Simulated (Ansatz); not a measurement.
**triplet AlH2Br at 6 levels**

Aim: a comparison of 6 runs (UHF/STO-3G, U-r2SCAN0/STO-3G, U-revPBE/STO-3G, U-wB97M-V/STO-3G, UPBE/STO-3G, RPA@PBE/STO-3G) of triplet AlH2Br. 

The results are computed with Ansatz 0.2.0.

58 further runs of the same task are left out: 7 that didn't finish, 51 set aside as unsound or not needed.

## Step 1: Starting point

AlH2Br has 4 atoms, charge 0, and is taken as a triplet. SMILES of the parent species: `[AlH2][Br]`. The coordinates come from a PBE0-D4/def2-TZVP relaxation. That shape belongs to the parent species and isn't relaxed for this state.

Bond lengths: Al1–Br2 2.256 Å, Al1–H3 1.576 Å, Al1–H4 1.576 Å. Angles: Br2–Al1–H3 117.6°, Br2–Al1–H4 117.6°, H3–Al1–H4 124.9°.

## Step 2: A single-point energy at UHF/STO-3G (run 1)

The input, molecule.yaml:

```yaml
crystal:
  periodic: [false, false, false]
  atoms:
    - symbol: Al
      position_ang: [-0.148300, -0.064700, -0.110300]
    - symbol: Br
      position_ang: [1.684900, 0.496600, 1.079700]
    - symbol: H
      position_ang: [-0.561600, -1.584800, -0.139200]
    - symbol: H
      position_ang: [-0.919700, 1.092700, -0.850400]
basis:
  gaussian:
    orbitals: STO-3G
total_charge: 0
magnetization:
  spin_polarized: true
  initial_magnetization: 2
hamiltonian:
  xc: hf
accuracy: high
```

The run is started by

```bash
$ ansatz run molecule.yaml --threads 1 --pin off --max-ram 2610MiB --events-out events.jsonl --progress --plain --runs-dir runs
```

What it wrote:

```text
Warning: RAYON_NUM_THREADS=1 ignored (pool sized by the plan → 1); use --threads N
Functional definition: HF
  name "HF"
  exchange = exact_x
  correlation = 0
413 factors; integrals over basis functions are off by at most 1.5e-8 eV
mean field evaluation 1: about -75770.6088 eV, gradient 8.5e0 eV
mean field evaluation 2: about -75770.6706 eV, gradient 8.5e0 eV
mean field evaluation 4: about -75771.6080 eV, gradient 9.8e-1 eV
mean field evaluation 8: about -75771.6252 eV, gradient 1.0e-1 eV
mean field evaluation 16: about -75773.1015 eV, gradient 4.7e-2 eV
mean field evaluation 32: about -75772.9677 eV, gradient 4.4e-1 eV
mean field evaluation 64: about -75772.6472 eV, gradient 1.2e0 eV
mean field evaluation 96: about -75772.8284 eV, gradient 8.8e-1 eV
mean field evaluation 128: about -75772.9840 eV, gradient 3.1e-2 eV
mean field evaluation 160: about -75771.8211 eV, gradient 2.1e0 eV
mean field -75773.10154244 eV, -2784.6101208316 hartree, gradient 2.5e-8 eV, S^2 2.020937; 4 other end points of the search recorded, 0 dependent functions left out
reference -75773.10154244 eV, -2784.6101208316 hartree; 26, 24 occupied and 3, 5 virtual orbitals, 413 factors
Total energy: -75773.10154244 eV, -2784.6101208316 hartree
```

It took 0.95 s on 1 thread of Arm Neoverse V1, shared host.

## Step 3: A single-point energy at U-r2SCAN0/STO-3G (run 2)

The input, in.yaml:

```yaml
crystal:
  periodic: [false, false, false]
  atoms:
    - {symbol: Al, position_ang: [-0.148300, -0.064700, -0.110300]}
    - {symbol: Br, position_ang: [1.684900, 0.496600, 1.079700]}
    - {symbol: H, position_ang: [-0.561600, -1.584800, -0.139200]}
    - {symbol: H, position_ang: [-0.919700, 1.092700, -0.850400]}
basis:
  gaussian:
    orbitals: STO-3G
magnetization:
  spin_polarized: true
  initial_magnetization: 2
hamiltonian:
  xc: {name: r2SCAN0}
accuracy: high
```

The run is started by

```bash
$ ansatz run in.yaml --threads 1 --pin off --max-ram 2610MiB --events-out events.jsonl --progress --plain --runs-dir runs
```

What it wrote:

```text
Warning: RAYON_NUM_THREADS=1 ignored (pool sized by the plan → 1); use --threads N
Functional definition: r2SCAN0
  name "r2SCAN0"
  parameter a = 0.25
  parameter k0 = 0.174
  parameter k1 = 0.065
  parameter a1 = 4.9479
  exchange = (1 - a)*r2scan_x(k0 = k0, k1 = k1, a1 = a1) + a*exact_x
  correlation = r2scan_c
413 factors; integrals over basis functions are off by at most 1.5e-8 eV
mean field evaluation 1: about -75826.2041 eV, gradient 8.6e0 eV
mean field evaluation 2: about -75826.7705 eV, gradient 3.8e0 eV
mean field evaluation 4: about -75826.8634 eV, gradient 9.3e-1 eV
mean field evaluation 8: about -75826.8807 eV, gradient 5.9e-2 eV
mean field evaluation 16: about -75828.0199 eV, gradient 2.5e-3 eV
mean field -75828.01990378 eV, -2786.6283333861 hartree, gradient 1.8e-8 eV, S^2 2.002423; 2 other end points of the search recorded, 0 dependent functions left out
reference -75828.01990436 eV, -2786.6283334074 hartree; 26, 24 occupied and 3, 5 virtual orbitals, 413 factors
Total energy: -75828.01990436 eV, -2786.6283334074 hartree
```

Wall time 9.9 s (1 thread of Arm Neoverse V1, shared host); peak memory 0.24 GiB.

Run 3 isn't shown in full; the table further down has it.

## Step 4: A single-point energy at U-wB97M-V/STO-3G (run 4)

The input, job.yaml:

```yaml
basis:
  gaussian: {orbitals: STO-3G}
crystal:
  periodic: [false, false, false]
  atoms:
    - {symbol: Al, position_ang: [-0.148300, -0.064700, -0.110300]}
    - {symbol: Br, position_ang: [1.684900, 0.496600, 1.079700]}
    - {symbol: H, position_ang: [-0.561600, -1.584800, -0.139200]}
    - {symbol: H, position_ang: [-0.919700, 1.092700, -0.850400]}
magnetization: {spin_polarized: true, initial_magnetization: 2}
hamiltonian: {xc: {name: wB97M-V}}
accuracy: high
```

The run is started by

```bash
$ ansatz run job.yaml --threads 1 --pin off --max-ram 2610MiB --events-out events.jsonl --progress --plain --runs-dir runs
```

What it wrote, cut to the lines that bear on the results:

```text
Warning: RAYON_NUM_THREADS=1 ignored (pool sized by the plan → 1); use --threads N
Functional definition: wB97M-V
  name "wB97M-V"
[...]
  gx(w, u) = 1 - cx + cx01*u + cx10*w
  gss(w, u) = css00 + css04*u^4 + css10*w + css20*w^2 + css43*w^4*u^3
  gos(w, u) = cos00 + cos10*w + (cos20 + cos21*u)*w^2 + (cos60 + cos61*u)*w^6
[...]
      + integral(e_c_pw_mod_opposite_spin*gos(b97_w_opposite, b97_u_opposite)) + vv10(b, c)
413 factors; integrals over basis functions are off by at most 1.5e-8 eV
132 factors; integrals over basis functions are off by at most 9.7e-10 eV
[...]
mean field -75827.01393697 eV, -2786.5913647876 hartree, gradient 2.5e-8 eV, S^2 2.001936; 4 other end points of the search recorded, 0 dependent functions left out
reference -75827.01393925 eV, -2786.5913648713 hartree; 26, 24 occupied and 3, 5 virtual orbitals, 413 factors
Total energy: -75827.01393925 eV, -2786.5913648713 hartree
```

Run time: 34 s. Hardware: 1 thread of Arm Neoverse V1, shared host; peak memory 0.55 GiB.

Run 5 isn't shown in full; the table further down has it.

## Step 5: The energy at RPA@PBE/STO-3G (run 6)

The input, job.yaml:

```yaml
crystal:
  periodic: [false, false, false]
  atoms:
    - symbol: Al
      position_ang: [-0.148300, -0.064700, -0.110300]
    - symbol: Br
      position_ang: [1.684900, 0.496600, 1.079700]
    - symbol: H
      position_ang: [-0.561600, -1.584800, -0.139200]
    - symbol: H
      position_ang: [-0.919700, 1.092700, -0.850400]
basis:
  gaussian: {orbitals: STO-3G}
accuracy: high
hamiltonian: {xc: pbe}
correlation: {method: rpa, frozen_orbitals: {Al: 5, Br: 9, H: 0}}
magnetization: {spin_polarized: true, initial_magnetization: 2}
```

The run is started by

```bash
$ ansatz run job.yaml --threads 1 --pin off --max-ram 2610MiB --events-out events.jsonl --progress --plain --runs-dir runs
```

What it wrote, cut to the lines that bear on the results:

```text
Warning: RAYON_NUM_THREADS=1 ignored (pool sized by the plan → 1); use --threads N
Functional definition: PBE
  name "PBE"
[...]
413 factors; integrals over basis functions are off by at most 1.5e-8 eV
[...]
mean field -75808.55238700 eV, -2785.9129153398 hartree, gradient 2.4e-8 eV, S^2 2.000952; 5 other end points of the search recorded, 0 dependent functions left out
14 core orbitals not correlated: weight in the atoms' cores, before any rotation towards them, 0.999 or more for the frozen orbitals, at most 0.000 for the correlated occupied ones
reference -75772.43621358 eV, -2784.5856704473 hartree; 12, 10 occupied and 3, 5 virtual orbitals, 413 factors
Total energy: -75776.20318345 eV, -2784.7241040365 hartree
```

It took 5.1 s on 1 thread of Arm Neoverse V1, shared host; peak memory 0.14 GiB.

## Step 6: All runs side by side

```tsv
run	level	frozen core orbitals	energy (Eh)	⟨S²⟩	wall time
1	UHF/STO-3G	–	-2784.610121	2.021	0.95 s
2	U-r2SCAN0/STO-3G	–	-2786.628333	2.002	9.9 s
3	U-revPBE/STO-3G	–	-2786.220407	2.001	4.8 s
4	U-wB97M-V/STO-3G	–	-2786.591365	2.002	34 s
5	UPBE/STO-3G	–	-2785.912915	2.001	3.3 s
6	RPA@PBE/STO-3G	14	-2784.724104	2.001	5.1 s
```

## Step 7: What came out

| quantity | value |
| --- | --- |
| run 6: total energy | -2784.72410 Eh |
| run 6: RPA correlation energy (valence) | -138.4 mEh |
| run 6: ⟨S²⟩ of the reference determinant | 2.001 |

Totals of different functionals can't be ranked against each other. In runs 1, 2, 3, 4, 5, 6 the basis is minimal, so the values are rough. All runs together took 58 s, the longest 34 s.
